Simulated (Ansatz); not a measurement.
# Si3Sn: the cost of one run

Program: Ansatz 0.2.0. Level of theory: DFT PBE, scalar-relativistic, plane waves, PAW. These are calculated values, not measurements.

**1. Starting point**

The structure is cubic, space group Pm-3m (No. 221). Conventional cell: a = 3.392 Å, b = 3.392 Å, c = 3.392 Å, α = 90.00°, β = 90.00°, γ = 90.00°. Si (site symmetry 4/mmm) has 8 Si at 2.40 Å and 4 Sn at 2.40 Å in its first shell of neighbours. Around Sn (site symmetry m-3m) lie 12 Si at 2.40 Å.

Structure file:

```
Si Sn
1.0
     3.39156    0.00000    0.00000
     0.00000    3.39156    0.00000
     0.00000    0.00000    3.39156
Si Sn
3 1
Direct
  0.00000 0.50000 0.50000
  0.50000 0.00000 0.50000
  0.50000 0.50000 0.00000
  0.00000 0.00000 0.00000
```

This is a trial structure built by rule; it need not be a known or stable form of this composition.

(A quick probe on a coarse mesh, which set the mesh and smearing, is not shown.)

**3. Coarse relaxation**

input.yaml

```yaml
crystal:
  lattice:
    - [3.3915564296, 0.0, 0.0]
    - [0.0, 3.3915564296, 0.0]
    - [0.0, 0.0, 3.3915564296]
  atoms:
    - { symbol: Si, position: [0.0, 0.5, 0.5] }
    - { symbol: Si, position: [0.5, 0.0, 0.5] }
    - { symbol: Si, position: [0.5, 0.5, 0.0] }
    - { symbol: Sn, position: [0.0, 0.0, 0.0] }
basis:
  ecutwfc: 420
kpoints:
  mp_grid: { grid: [6, 6, 6] }
hamiltonian:
  xc: pbe
scf:
  occupations: { method: gaussian, width: 0.1 }
output:
  forces: true
  stress: true
  eigenvalues: true
relax:
  adjacent_minimum: "off"
  f_tol: 0.05
  max_steps: 80
  cell: { stress_tol: 0.5 }
```

Run with:

```sh
> ansatz run input.yaml --threads 2 --pin off --max-ram 6144MiB --backend cpu --events-out ev --progress --plain --runs-dir out
```

What time and memory should one allow on 2 threads of Oxide Virtual Turin-like (Zen 5), shared host?

About 7.8 s, with a peak of 0.4 GiB.
